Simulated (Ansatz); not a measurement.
# C3H9In (trimethylindium (TMIn)): MP2/def2-SVP (core potential)

What is the vertical ionisation energy of C3H9In (trimethylindium (TMIn)) at MP2/def2-SVP (core potential)? 

Program for the calculation: Ansatz 0.2.0.

35 further runs of the same task are left out: 2 that didn't finish, 33 set aside as unsound or not needed.

### Step 1. The molecule

The species is C3H9In (13 atoms), meant as a singlet with charge 0. SMILES: `[CH3][In]([CH3])[CH3]`. Geometry: relaxed at PBE0-D4/def2-TZVP.

Bond lengths: C1–In2 2.164 Å, In2–C3 2.164 Å, In2–C4 2.164 Å, C1–H5 1.091 Å, C1–H6 1.094 Å, C1–H7 1.091 Å, C3–H8 1.091 Å, C3–H9 1.091 Å, C3–H10 1.094 Å, C4–H11 1.091 Å, C4–H12 1.094 Å, C4–H13 1.091 Å. Some angles: C1–In2–C3 120.0°, C1–In2–C4 120.1°, C3–In2–C4 119.9°, In2–C1–H5 111.3°, In2–C1–H6 109.3°, In2–C1–H7 111.3°, In2–C3–H8 111.3°, In2–C3–H9 111.4°, In2–C3–H10 109.2°, In2–C4–H11 111.4°.

### Step 2. The energy at MP2/def2-SVP (core potential)

job.yaml reads:

```yaml
crystal:
  periodic: [false, false, false]
  atoms:
    - symbol: C
      position_ang: [-0.506200, 1.897900, -0.902800]
    - symbol: In
      position_ang: [0.007900, -0.003300, -0.006900]
    - symbol: C
      position_ang: [1.475300, -0.088600, 1.581000]
    - symbol: C
      position_ang: [-0.956600, -1.818200, -0.683200]
    - symbol: H
      position_ang: [0.329400, 2.598000, -0.853700]
    - symbol: H
      position_ang: [-1.344900, 2.339400, -0.357000]
    - symbol: H
      position_ang: [-0.811500, 1.777000, -1.943300]
    - symbol: H
      position_ang: [1.276400, -0.918200, 2.261200]
    - symbol: H
      position_ang: [1.500700, 0.842500, 2.149300]
    - symbol: H
      position_ang: [2.467200, -0.242700, 1.146600]
    - symbol: H
      position_ang: [-1.254700, -1.743900, -1.730100]
    - symbol: H
      position_ang: [-1.858700, -1.990800, -0.089300]
    - symbol: H
      position_ang: [-0.304000, -2.683700, -0.557100]
basis:
  gaussian: {orbitals: def2-SVP}
correlation: {method: mp2, frozen_orbitals: {C: 1, H: 0, In: 4}}
accuracy: high
```

Command:

```
ansatz run job.yaml --threads 1 --pin off --max-ram 3480MiB --events-out events.jsonl --progress --plain --runs-dir runs
```

Output:

```text
Warning: RAYON_NUM_THREADS=1 ignored (pool sized by the plan → 1); use --threads N
Functional definition: HF
  name "HF"
  exchange = exact_x
  correlation = 0
2860 factors; integrals over basis functions are off by at most 1.9e-8 eV
mean field evaluation 1: about -8375.6521 eV, gradient 3.6e1 eV
mean field evaluation 2: about -8375.7415 eV, gradient 3.6e1 eV
mean field evaluation 4: about -8379.2827 eV, gradient 2.7e0 eV
mean field evaluation 8: about -8379.3197 eV, gradient 4.1e-4 eV
mean field -8379.31966098 eV, -307.9343178342 hartree, gradient 2.2e-8 eV, S^2 0.000000; 0 other end points of the search recorded, 0 dependent functions left out
7 core orbitals not correlated: weight in the atoms' cores, before any rotation towards them, 1.000 or more for the frozen orbitals, at most 0.000 for the correlated occupied ones
reference -8379.31966098 eV, -307.9343178342 hartree; 17, 17 occupied and 89, 89 virtual orbitals, 2860 factors
second order -14.61776989 eV of doubles, -0.00000000 eV of singles
Total energy: -8393.93743087 eV, -308.4715109693 hartree
```

It took 7.8 s on 1 thread of Arm Neoverse V1, shared host; peak memory 0.41 GiB.

### Step 3. The doublet cation, same level

job.yaml reads:

```yaml
crystal:
  periodic: [false, false, false]
  atoms:
    - {symbol: C, position_ang: [-0.506200, 1.897900, -0.902800]}
    - {symbol: In, position_ang: [0.007900, -0.003300, -0.006900]}
    - {symbol: C, position_ang: [1.475300, -0.088600, 1.581000]}
    - {symbol: C, position_ang: [-0.956600, -1.818200, -0.683200]}
    - {symbol: H, position_ang: [0.329400, 2.598000, -0.853700]}
    - {symbol: H, position_ang: [-1.344900, 2.339400, -0.357000]}
    - {symbol: H, position_ang: [-0.811500, 1.777000, -1.943300]}
    - {symbol: H, position_ang: [1.276400, -0.918200, 2.261200]}
    - {symbol: H, position_ang: [1.500700, 0.842500, 2.149300]}
    - {symbol: H, position_ang: [2.467200, -0.242700, 1.146600]}
    - {symbol: H, position_ang: [-1.254700, -1.743900, -1.730100]}
    - {symbol: H, position_ang: [-1.858700, -1.990800, -0.089300]}
    - {symbol: H, position_ang: [-0.304000, -2.683700, -0.557100]}
basis:
  gaussian:
    orbitals: def2-SVP
total_charge: 1
magnetization:
  spin_polarized: true
  initial_magnetization: 1
correlation:
  method: mp2
  frozen_orbitals: {C: 1, H: 0, In: 4}
accuracy: high
```

Command:

```
ansatz run job.yaml --threads 1 --pin off --max-ram 3480MiB --events-out events.jsonl --progress --plain --runs-dir runs
```

Output:

```text
Warning: RAYON_NUM_THREADS=1 ignored (pool sized by the plan → 1); use --threads N
[... 4 set-up lines as earlier in the session ...]
2859 factors; integrals over basis functions are off by at most 1.9e-8 eV
mean field evaluation 1: about -8366.2403 eV, gradient 2.9e1 eV
mean field evaluation 2: about -8366.2515 eV, gradient 2.9e1 eV
mean field evaluation 4: about -8370.9481 eV, gradient 2.6e0 eV
mean field evaluation 8: about -8371.0661 eV, gradient 2.2e-1 eV
mean field evaluation 16: about -8370.9939 eV, gradient 2.2e0 eV
mean field evaluation 32: about -8370.9923 eV, gradient 2.2e0 eV
mean field evaluation 64: about -8371.0858 eV, gradient 6.3e-2 eV
mean field -8371.08888473 eV, -307.6318423861 hartree, gradient 1.6e-8 eV, S^2 0.869099; 4 other end points of the search recorded, 0 dependent functions left out
7 core orbitals not correlated: weight in the atoms' cores, before any rotation towards them, 1.000 or more for the frozen orbitals, at most 0.000 for the correlated occupied ones
reference -8371.08888473 eV, -307.6318423861 hartree; 17, 16 occupied and 89, 90 virtual orbitals, 2859 factors
second order -13.71966344 eV of doubles, -0.00000000 eV of singles
Total energy: -8384.80854817 eV, -308.1360307179 hartree
```

Wall time 28 s (1 thread of Arm Neoverse V1, shared host); peak memory 0.51 GiB.

### Step 4. Outcome

At MP2/def2-SVP (core potential), 7 core orbitals frozen:

| quantity | value |
| --- | --- |
| singlet C3H9In: total energy | -308.47151 Eh |
| singlet C3H9In: correlation energy (7 core orbitals frozen) | -537.2 mEh |
| doublet cation: total energy | -308.13603 Eh |
| doublet cation: correlation energy (7 core orbitals frozen) | -504.2 mEh |
| doublet cation: ⟨S²⟩ of the reference determinant | 0.869 |
| vertical ionisation energy (to the doublet cation) | 9.129 eV |

Removing an electron at fixed nuclei costs 9.13 eV (211 kcal/mol). ⟨S²⟩ (doublet cation) is 0.87 where a pure doublet has 0.75: the reference is spin-contaminated.
